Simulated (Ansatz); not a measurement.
# GeH2Br radical: small, medium and large basis sets

The task here is to estimate one member of a computed series from the others.

The runs use Ansatz 0.2.0, Gaussian basis; one geometry, several basis sets.

Levels to be run: PBE0-D4/def2-SVP; ωB97M-V/def2-SVP; PBE0-D4/def2-QZVPP; ωB97M-V/def2-QZVPP; the functionals' def2-TZVPP values are taken from earlier runs.

## The geometry

An earlier PBE0-D4 in a triple-zeta def2 set relaxation fixed the geometry.

SMILES `[GeH2][Br]`, 4 atoms, charge 0, spin multiplicity 2.

Atoms are counted from 1 here; the program's logs count them from 0.

Bond lengths: Ge1–Br2 2.308 Å, Ge1–H3 1.546 Å, Ge1–H4 1.546 Å. Angles: Br2–Ge1–H3 107.1°, Br2–Ge1–H4 107.1°, H3–Ge1–H4 111.8°.

The first run:

Input file in.yaml:

```yaml
crystal:
  periodic: [false, false, false]
  atoms:
    - {symbol: Ge, position_ang: [0.070083, -0.433583, -0.287809]}
    - {symbol: Br, position_ang: [1.030490, 0.294098, 1.680695]}
    - {symbol: H, position_ang: [-1.452484, -0.535326, -0.040340]}
    - {symbol: H, position_ang: [0.407411, 0.614611, -1.372846]}
basis:
  gaussian: {orbitals: def2-SVP}
magnetization: {spin_polarized: true, initial_magnetization: 1}
hamiltonian: {xc: pbe0, dispersion: d4}
output: {orbitals: {seedname: orbitals}}
```

Steps of the session up to this table: PBE0-D4 in def2-SVP; ωB97M-V in def2-SVP; PBE0-D4 in def2-QZVPP; ωB97M-V in def2-QZVPP.

One of the session's tables, all rows but one given; the rest of the session is left out.

It belongs to the step «Functionals by basis». 

```
functional       basis  HOMO (eV)  LUMO (eV)
   PBE0-D4    def2-SVP      -6.55      -3.30
   PBE0-D4  def2-TZVPP          ?          ?
   PBE0-D4  def2-QZVPP      -6.63      -3.37
   ωB97M-V    def2-SVP      -8.50      -1.46
   ωB97M-V  def2-TZVPP      -8.59      -1.56
   ωB97M-V  def2-QZVPP      -8.61      -1.63
```

Estimate the missing values for PBE0-D4, def2-TZVPP.

**Answer.** HOMO (eV): -6.62; LUMO (eV): -3.34. In the column «HOMO (eV)» it lies between PBE0-D4, def2-QZVPP (-6.63) and PBE0-D4, def2-SVP (-6.55).
